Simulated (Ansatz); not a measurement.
# Ge2C (triplet): relaxing a cheap start

Where does this start of Ge2C (triplet) end when it is relaxed?

Computed with Ansatz 0.2.0, Gaussian basis. Level: UKS PBE0/def2-TZVP.

## (1) Starting geometry

3 atoms, charge 0, spin multiplicity 3.

Atoms are counted from 1 here; the program's logs count them from 0.

Bond lengths: C1–Ge2 1.956 Å, C1–Ge3 1.849 Å, Ge2–Ge3 2.503 Å. Angles: Ge2–C1–Ge3 82.2°, C1–Ge2–Ge3 47.0°, C1–Ge3–Ge2 50.7°.

Geometry (Å):

```xyz
3
CGe2
C    -0.95701   -0.91522   -0.00805
Ge   -0.73356    1.02758    0.00855
Ge    0.89180   -0.87625   -0.00722
```

The start was built by rule and, where that kept it together, relaxed with GFN2-xTB. Sticks and bond lists go by distance. No spin-orbit coupling is included. 

## (2) The run

File in.yaml:

```yaml
crystal:
  periodic: [false, false, false]
  atoms:
    - {symbol: C, position_ang: [-0.957011, -0.915220, -0.008047]}
    - {symbol: Ge, position_ang: [-0.733561, 1.027576, 0.008548]}
    - {symbol: Ge, position_ang: [0.891798, -0.876249, -0.007217]}
basis:
  gaussian: {orbitals: def2-TZVP}
magnetization: {spin_polarized: true, initial_magnetization: 2}
hamiltonian: {xc: pbe0}
relax: {f_tol: 0.004, max_steps: 80}
```

The run is started by

```console
ansatz run in.yaml --threads 1 --pin off --events-out ev --progress --plain --max-ram 2176MiB
```

Q: Predict the outcome of this session. Wanted: energy gained; shift from the start; total energy; dipole moment; ⟨S²⟩.

**Answer**, as computed:

```
                  quantity            value
                     steps                5
             energy gained         0.007 eV
shift from the start (rms)          0.016 Å
              total energy  -114053.8756 eV
             dipole moment           1.80 D
                      ⟨S²⟩            2.014
```

The bonds of the start are those of the end. Ge2–Ge3 went from 2.503 to 2.475 Å. No vibrations were run, so this is a stationary point, not a proven minimum, and this spin need not be the ground state's.
